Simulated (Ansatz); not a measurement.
# ZrNH+ (quartet): the correlation ladder, def2-TZVPP

An exercise on one series of results from a longer session: the logs are not shown, and one member is left open.

The runs use Ansatz 0.2.0, Gaussian basis; def2-TZVPP, core rule «outside noble gas», up to 5 orbitals frozen.

Plan: UHF; ROHF; CCSD(T) on UHF.

2 further runs of the same task are left out: 2 set aside as unsound or not needed.

### What is computed

The geometry is a PBE0/def2-TZVP stationary point (not a proven minimum) of the parent state, kept for this charge and spin. No spin-orbit coupling is included. Elements past krypton take def2 core potentials.

3 atoms, charge 1, spin multiplicity 4.

Atoms are counted from 1 here; the program's logs count them from 0.

Bond lengths: Zr1–N2 1.791 Å, N2–H3 1.011 Å. Angles: Zr1–N2–H3 180.0°.

Geometry (Å):

```xyz
3
HNZr
Zr    0.00000    0.00000    1.53073
N     0.00000    0.00000   -0.25986
H     0.00000    0.00000   -1.27087
```

Set-up of the first run:

in.yaml

```yaml
crystal:
  periodic: [false, false, false]
  atoms:
    - {symbol: Zr, position_ang: [0.000000, 0.000000, 1.530732]}
    - {symbol: N, position_ang: [0.000000, 0.000000, -0.259859]}
    - {symbol: H, position_ang: [0.000000, 0.000000, -1.270873]}
basis:
  gaussian: {orbitals: def2-TZVPP}
total_charge: 1
magnetization: {spin_polarized: true, initial_magnetization: 3}
hamiltonian: {xc: hf}
output: {orbitals: {seedname: orbitals}}
```

Command:

```sh
ansatz run in.yaml --threads 1 --pin off --events-out ev --progress --plain --max-ram 2816MiB --backend cpu
```

Among the steps run: UHF; ROHF; CCSD(T) on UHF.

One of the session's tables, all rows but one given; the rest of the session is left out.

| method | from UCCSD(T) (meV) |
| --- | --- |
| ROHF | +6715.3 |
| UHF | ? |
| UMP2 | +680.9 |
| UCCSD | +275.8 |
| UCCSD(T) | 0 |

Q: Estimate the row for UHF from the others.

The run gave: from UCCSD(T) (meV): +6524.7. In the column «from UCCSD(T) (meV)» it lies between UMP2 (+680.9) and ROHF (+6715.3).
